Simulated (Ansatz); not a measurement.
# Ru: a slab and its surfaces, (10-10), 4 layers

Aim: cut a slab of Ru (10-10), 4 layers from the relaxed bulk, relax it, and get surface energy and work function. The runs shown use PAW. Its runs: bulk cell relaxed (PAW); bulk in the slab's orientation (PAW); the reference run (PAW); atoms relaxed (PAW); field of 0.1 V/Å along the normal (PAW); core holes in 3d of Ru (PAW); Rh in place of Ru in the outer layer (PAW); Rh in place of Ru in the middle layer (PAW).

Method: DFT, PBE, PAW with Ansatz's default frozen-core files, scalar-relativistic, in Ansatz 0.2.0.

1 further run of the same task is left out (it didn't finish).

## 1. The structure to begin with

It takes space group P6_3/mmc (No. 194, hexagonal). The conventional cell has a = 2.697 Å, b = 2.697 Å, c = 4.370 Å, α = 90.00°, β = 90.00°, γ = 120.00°. Ru (site symmetry -6m2) has 12 Ru at 2.68 to 2.70 Å as nearest neighbours.

Structure file:

```
CELL_PARAMETERS angstrom
2.69744 0.00000 0.00000
-1.34872 2.33605 0.00000
0.00000 0.00000 4.36985
ATOMIC_POSITIONS crystal
Ru 0.33333 0.66667 0.25000
Ru 0.66667 0.33333 0.75000
```

Atoms are numbered in the order of the input: Ru1, Ru2.

## 2. Bulk cell relaxed, PAW

Input file input.yaml:

```yaml
crystal:
  lattice:
    - [2.6974396414, 0.0, 0.0]
    - [-1.3487198207, 2.3360512546, 0.0]
    - [0.0, 0.0, 4.3698522191]
  atoms:
    - { symbol: Ru, position: [0.3333333333, 0.6666666667, 0.25] }
    - { symbol: Ru, position: [0.6666666667, 0.3333333333, 0.75] }
kpoints:
  mp_grid: { grid: [18, 18, 10] }
scf:
  occupations: { method: fermi_dirac, width: 0.1 }
hamiltonian:
  xc: pbe
  pseudopotentials: { kind: paw }
output:
  forces: true
  stress: true
relax:
  f_tol: 0.005
  max_steps: 40
  cell: {}
```

The run is started by

```sh
> ansatz run input.yaml --threads 1 --pin off --max-ram 3584MiB --backend cpu --events-out ev --progress --plain --runs-dir out
```

The runs that follow: Bulk in the slab's orientation, PAW; Slab as cut, PAW; Atoms relaxed, PAW; Field of 0.1 V/Å along the normal, PAW; Core holes in 3d of Ru, PAW; Rh in place of Ru in the outer layer, PAW; Rh in place of Ru in the middle layer, PAW.

What does the calculation give? Wanted: surface energy; work function; outer layer spacing; surface core-level shift by Z+1; core-level shifts among the layers.

**Answer**, as computed:

| quantity | value |
| --- | --- |
| surface energy (PAW, relaxed) | 2.79 J/m² |
| work function (PAW, relaxed) | 4.89 eV |
| outer layer spacing (PAW) | 0.79 → 0.64 Å |
| surface core-level shift by Z+1 (PAW) | -0.28 eV |
| core-level shifts among the layers (PAW holes) | Ru1 +0.00, Ru2 +0.35 eV |

What this shows: By PAW the surface costs 2.93 J/m² as cut and 2.79 J/m² relaxed. The outermost spacing changes by -18.7 % (PAW). The field of 0.1 V/Å along the normal induces a dipole of 0.039 e·Å per cell (PAW). Putting the next element in the outer rather than the middle layer costs -0.28 eV (PAW); in the Z+1 picture that is the binding energy at the surface less that inside. Thickness wasn't converged, and no reconstruction was sought.
